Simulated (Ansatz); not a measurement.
# F₂H₂MoN₂: basis-set convergence

An exercise on one series of results from a longer session: the logs are not shown, and one member is left open.

Method: one geometry, several basis sets; program: Ansatz 0.2.0, Gaussian basis.

Plan: PBE0-D4/def2-SVP; ωB97M-V/def2-SVP; PBE0-D4/def2-QZVPP; ωB97M-V/def2-QZVPP; the functionals' def2-TZVPP values are taken from earlier runs.

## The geometry

All runs share one geometry, relaxed beforehand with PBE0-D4 in a triple-zeta def2 set. Mo takes the def2 core potential; no spin-orbit term is included.

SMILES `[NH]=[Mo](=[NH])([F])[F]`, 7 atoms, charge 0, spin multiplicity 1.

Atoms are counted from 1 here; the program's logs count them from 0.

Bond lengths: N1–Mo2 1.714 Å, N1–H6 1.011 Å, Mo2–N3 1.714 Å, Mo2–F4 1.856 Å, Mo2–F5 1.856 Å, N3–H7 1.011 Å. Angles: Mo2–N1–H6 153.2°, N1–Mo2–N3 108.5°, N1–Mo2–F4 108.3°, N1–Mo2–F5 108.3°, N3–Mo2–F4 108.3°, N3–Mo2–F5 108.3°, F4–Mo2–F5 115.0°, Mo2–N3–H7 153.1°.

The first run:

Contents of in.yaml:

```yaml
crystal:
  periodic: [false, false, false]
  atoms:
    - {symbol: N, position_ang: [-1.082447, 0.555064, 0.789697]}
    - {symbol: Mo, position_ang: [-0.103522, 0.073371, -0.531724]}
    - {symbol: N, position_ang: [1.289229, -0.714475, 0.081556]}
    - {symbol: F, position_ang: [-1.060938, -1.145986, -1.552255]}
    - {symbol: F, position_ang: [0.441509, 1.597832, -1.439407]}
    - {symbol: H, position_ang: [-1.294196, 0.630564, 1.775795]}
    - {symbol: H, position_ang: [1.871666, -1.064368, 0.830740]}
basis:
  gaussian: {orbitals: def2-SVP}
hamiltonian: {xc: pbe0, dispersion: d4}
output: {orbitals: {seedname: orbitals}}
```

Run with:

```console
$ ansatz run in.yaml --threads 4 --pin off --events-out ev --progress --plain --max-ram 10444MiB
```

Steps of the session up to this table: PBE0-D4 in def2-SVP; ωB97M-V in def2-SVP; PBE0-D4 in def2-QZVPP; ωB97M-V in def2-QZVPP.

One table of the session follows, with a row left open; its other results are not shown here.

It belongs to the step «Density functionals: the series». 

| functional | basis | HOMO (eV) | LUMO (eV) |
| --- | --- | --- | --- |
| PBE0-D4 | def2-SVP | -8.43 | -1.99 |
| PBE0-D4 | def2-TZVPP | -8.49 | -2.09 |
| PBE0-D4 | def2-QZVPP | ? | ? |
| ωB97M-V | def2-SVP | -10.64 | 0.17 |
| ωB97M-V | def2-TZVPP | -10.73 | 0.03 |
| ωB97M-V | def2-QZVPP | -10.75 | -0.04 |

**Question.** Estimate the row for PBE0-D4, def2-QZVPP.

**Answer.** HOMO (eV): -8.51; LUMO (eV): -2.13. In the column «HOMO (eV)» it lies between ωB97M-V, def2-SVP (-10.64) and PBE0-D4, def2-TZVPP (-8.49).
